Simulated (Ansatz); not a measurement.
# CaHg: how the settings move a single-point run

Question: which choices in the input matter for CaHg?

Computed with Ansatz 0.2.0 (reference: DFT, r2SCAN, PAW with Ansatz's default frozen-core files, scalar-relativistic; levels and slopes on a fine mesh, independent-particle optical spectra, unless a step's input says otherwise).

**1. The system as given**

It takes space group Pm-3m (No. 221, cubic). Conventional cell: a = 3.755 Å, b = 3.755 Å, c = 3.755 Å, α = 90.00°, β = 90.00°, γ = 90.00°. Ca (site symmetry m-3m) has 8 Hg at 3.25 Å as nearest neighbours. Around Hg (site symmetry m-3m) lie 8 Ca at 3.25 Å.

As a file:

```cif
data_structure
_symmetry_space_group_name_H-M 'P 1'
_symmetry_Int_Tables_number 1
_cell_length_a 3.7547
_cell_length_b 3.7547
_cell_length_c 3.7547
_cell_angle_alpha 90.000
_cell_angle_beta 90.000
_cell_angle_gamma 90.000
_cell_volume 52.93
loop_
_atom_site_label
_atom_site_type_symbol
_atom_site_fract_x
_atom_site_fract_y
_atom_site_fract_z
_atom_site_occupancy
Ca1 Ca 0.00000 0.00000 0.00000 1
Hg1 Hg 0.50000 0.50000 0.50000 1
```

**2. Reference**

File input.yaml:

```yaml
crystal:
  lattice:
    - [3.75465468, 0.0, 0.0]
    - [0.0, 3.75465468, 0.0]
    - [0.0, 0.0, 3.75465468]
  atoms:
    - { symbol: Ca, position: [0.0, 0.0, 0.0] }
    - { symbol: Hg, position: [0.5, 0.5, 0.5] }
kpoints:
  mp_grid: { grid: [10, 10, 10] }
scf:
  occupations: { method: fermi_dirac, width: 0.05 }
hamiltonian:
  xc: r2scan
  pseudopotentials: { kind: paw }
output:
  forces: true
  stress: true
  eigenvalues: true
  eigenstates:
    nscf_kmesh: { grid: [16, 16, 16] }
    de_dk: true
    e_range: [-14, 14]
  optics:
    e_range: [0, 25]
    de: 0.2
    sigma: 0.2
    bands: { spectra_wanted_up_to: 25 }
    nscf_kmesh: { grid: [16, 16, 16] }
    drude_damping: 0.05
checkpoint:
  write: ck
  write_wavefunctions: false
```

On the command line:

```console
> ansatz run input.yaml --threads 1 --pin off --max-ram 3072MiB --backend cpu --events-out ev --progress --plain --runs-dir out
```

**3. The same system, input altered**

input.yaml, as its differences from that of step 2:

```diff
@@ -12,2 +12,4 @@
   occupations: { method: fermi_dirac, width: 0.05 }
+  initial_density: { chi_scale: 0.3 }
+  convergence: { dr2_threshold: 0.0001 }
 hamiltonian:
```

(Steps that only read results are left out.)

**Question.** What will these runs give? Wanted: for each run, ending; energy change; pressure; gap; force.

The runs gave:

```csv
run,ending,energy change,pressure (GPa),gap (eV),force (eV/Å),cycles,time
reference,converged,0,0.0,0.00,0.00,-,1.8 min
"1: chi_scale 0.3, dr2_threshold 0.0001",converged,0.0 meV/atom,0.0,0.00,0.00,9,1.8 min
```

Residual by cycle in the longest SCF loop of each run; runs are numbered as in the table. The quantity is the density residual dr2, in eV.

```csv
cycle,reference,run 1
1,0.0393,307
2,0.0105,8.23
3,0.00111,2.55
4,7.0e-5,0.248
5,3.2e-6,0.0978
6,7.5e-8,0.0234
7,9.5e-9,2.9e-4
8,5.4e-10,6.6e-5
9,3.2e-11,1.2e-5
10,4.6e-13,-
```

**Reading.** Same state: the changed start and convergence setting leaves the energy within 0.5 meV/atom.
